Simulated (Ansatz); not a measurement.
# Tl3O2: the cost of one run

Method: DFT PBE, scalar-relativistic, plane waves, PAW, in Ansatz 0.2.0.

## Step 1: The structure to begin with

It takes space group R-3c (No. 167, trigonal). The conventional cell has a = 6.419 Å, b = 6.419 Å, c = 17.524 Å, α = 90.00°, β = 90.00°, γ = 120.00°. Tl (site symmetry 2) has 4 O at 2.50 to 2.66 Å as nearest neighbours. O (site symmetry 3) has 6 Tl at 2.50 to 2.66 Å as nearest neighbours.

As a file:

```
CELL_PARAMETERS angstrom
3.20934 1.85291 5.84148
-3.20934 1.85291 5.84148
0.00000 -3.70582 5.84148
ATOMIC_POSITIONS crystal
Tl 0.05625 0.44375 0.75000
Tl 0.75000 0.05625 0.44375
Tl 0.44375 0.75000 0.05625
Tl 0.94375 0.55625 0.25000
Tl 0.25000 0.94375 0.55625
Tl 0.55625 0.25000 0.94375
O 0.85218 0.85218 0.85218
O 0.64782 0.64782 0.64782
O 0.14782 0.14782 0.14782
O 0.35218 0.35218 0.35218
```

(A quick probe on a coarse mesh, which set the mesh and smearing, is not shown.)

## Step 3: Full relaxation

Input file input.yaml:

```yaml
crystal:
  lattice:
    - [3.2093384072, 1.8529123933, 5.8414778494]
    - [-3.2093384072, 1.8529123933, 5.8414778494]
    - [0.0, -3.7058247867, 5.8414778494]
  atoms:
    - { symbol: Tl, position: [0.05625, 0.44375, 0.75] }
    - { symbol: Tl, position: [0.75, 0.05625, 0.44375] }
    - { symbol: Tl, position: [0.44375, 0.75, 0.05625] }
    - { symbol: Tl, position: [0.94375, 0.55625, 0.25] }
    - { symbol: Tl, position: [0.25, 0.94375, 0.55625] }
    - { symbol: Tl, position: [0.55625, 0.25, 0.94375] }
    - { symbol: O, position: [0.85218, 0.85218, 0.85218] }
    - { symbol: O, position: [0.64782, 0.64782, 0.64782] }
    - { symbol: O, position: [0.14782, 0.14782, 0.14782] }
    - { symbol: O, position: [0.35218, 0.35218, 0.35218] }
basis:
  ecutwfc: 420
kpoints:
  mp_grid: { grid: [6, 6, 6] }
hamiltonian:
  xc: pbe
scf:
  occupations: { method: gaussian, width: 0.1 }
output:
  forces: true
  stress: true
  eigenvalues: true
relax:
  adjacent_minimum: "off"
  f_tol: 0.01
  max_steps: 80
  cell: { stress_tol: 0.05 }
```

Command:

```
$ ansatz run input.yaml --threads 1 --pin off --max-ram 2560MiB --backend cpu --events-out ev --progress --plain --runs-dir out
```

What time and memory should one allow on 1 thread of Arm Neoverse V1, shared host?

About 20 min, with a peak of 0.71 GiB.
